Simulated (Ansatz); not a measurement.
# CH5FOSi: the cost of one run

Program: Ansatz 0.2.0. Level of theory: RKS PBE-D4/def2-SVP. These are calculated values, not measurements.

### 1 The structure to begin with

Bond lengths: C1–Si2 1.791 Å, Si2–O3 1.629 Å, Si2–F4 1.588 Å, C1–H5 1.153 Å, C1–H6 1.137 Å, C1–H7 1.065 Å, Si2–H8 1.515 Å, O3–H9 0.972 Å. Angles: C1–Si2–O3 111.8°, C1–Si2–F4 110.6°, C1–Si2–H8 113.2°, O3–Si2–F4 104.5°, O3–Si2–H8 108.3°, F4–Si2–H8 108.0°, Si2–C1–H5 111.2°, Si2–C1–H6 113.1°, Si2–C1–H7 114.8°, H5–C1–H6 102.7°, H5–C1–H7 107.0°, H6–C1–H7 107.2°, Si2–O3–H9 118.3°.

Structure file:

```xyz
9

C    -1.0561    0.3886    0.2015
Si    0.5644   -0.0367   -0.4308
O     1.6096   -0.3876    0.7689
F     0.4942   -1.3657   -1.2969
H    -1.7917    0.6176   -0.6561
H    -1.0615    1.3553    0.8007
H    -1.5094   -0.3605    0.8079
H     1.1749    1.0508   -1.2905
H     1.6642   -1.3079    1.0783
```

### 2 Relaxing end A

File input.yaml:

```yaml
crystal:
  periodic: [false, false, false]
  atoms:
    - { symbol: C, position_ang: [-1.0561, 0.3886, 0.2015] }
    - { symbol: Si, position_ang: [0.5644, -0.0367, -0.4308] }
    - { symbol: O, position_ang: [1.6096, -0.3876, 0.7689] }
    - { symbol: F, position_ang: [0.4942, -1.3657, -1.2969] }
    - { symbol: H, position_ang: [-1.7917, 0.6176, -0.6561] }
    - { symbol: H, position_ang: [-1.0615, 1.3553, 0.8007] }
    - { symbol: H, position_ang: [-1.5094, -0.3605, 0.8079] }
    - { symbol: H, position_ang: [1.1749, 1.0508, -1.2905] }
    - { symbol: H, position_ang: [1.6642, -1.3079, 1.0783] }
basis:
  gaussian: { orbitals: def2-SVP }
hamiltonian:
  xc: pbe
  dispersion: d4
relax:
  f_tol: 0.02
  max_steps: 50
```

The run is started by

```sh
ansatz run input.yaml --threads 2 --pin off --max-ram 3072MiB --backend cpu --events-out ev --progress --plain --runs-dir out
```

**Question.** How long does this run take on 2 threads of Intel Xeon Platinum 8488C (Sapphire Rapids), shared host, and how much memory does it need?

About 10 s, with a peak of 0.17 GiB.
